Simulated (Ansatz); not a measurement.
Task: vertical spin-state energies of F3Ge, SMILES [F][Ge]([F])[F], with Ansatz 0.2.0 through its Python package. Give the script and its output. Use (for the species named): MP2, def2-TZVP basis, multiplicity 2.

Input file `f3ge.xyz`:
```text
4

F     0.84400   -0.51670    1.38700
Ge    0.27130   -0.20060   -0.28030
F    -1.35760   -0.88200   -0.52490
F     0.29780    1.53900   -0.60210
```

`spin.py`:
```python
"""Vertical spin-state energies of F3Ge."""

from dataclasses import dataclass

import ansatz


@dataclass
class Options:
    basis: str = "def2-TZVP"
    method: str = "MP2"


settings = Options()

molecule = ansatz.Crystal.molecule_from_extxyz("f3ge.xyz")

setup = (
    molecule.calculation()
    .basis(gaussian=settings.basis)
    .correlation(settings.method, electrons="valence")
)
found = {}
for unpaired in [1, 3]:
    summary = setup.spin("collinear", total=unpaired).run().report
    s = unpaired / 2
    found[unpaired] = summary["free_energy_ev"]
    print(f"2S+1 = {unpaired + 1}: E = {found[unpaired]:.5f} eV, <S^2> = {abs(summary['mean_field']['state']['spin_squared']):.3f} (pure state {s * (s + 1):.2f})")
lowest = min(found, key=found.get)
for unpaired, e in found.items():
    print(f"multiplicity {unpaired + 1}: {96.485332 * (e - found[lowest]):.1f} kJ/mol above the lowest")
```

Running `python spin.py` prints:
```text
2S+1 = 2: E = -64623.58442 eV, <S^2> = 0.758 (pure state 0.75)
2S+1 = 4: E = -64613.37912 eV, <S^2> = 3.765 (pure state 3.75)
multiplicity 2: 0.0 kJ/mol above the lowest
multiplicity 4: 984.7 kJ/mol above the lowest
```

In order: multiplicity 2 (+0.00 eV) and multiplicity 4 (+10.21 eV), all at the one geometry.

Reading the output:
- The settings weren't tested for convergence.
- The geometry is a force-field or estimated start, not a minimum of this method, and the basis set is short of its limit. All parts are taken at fixed geometry, without zero-point energy.
- The run takes the species as open-shell (spin multiplicity 2), which needn't be its ground state.
- S² is that of the Hartree-Fock reference.
- Finished in 78 s on 1 thread of Arm Neoverse V2, with other jobs on the host, peak memory 0.42 GiB.
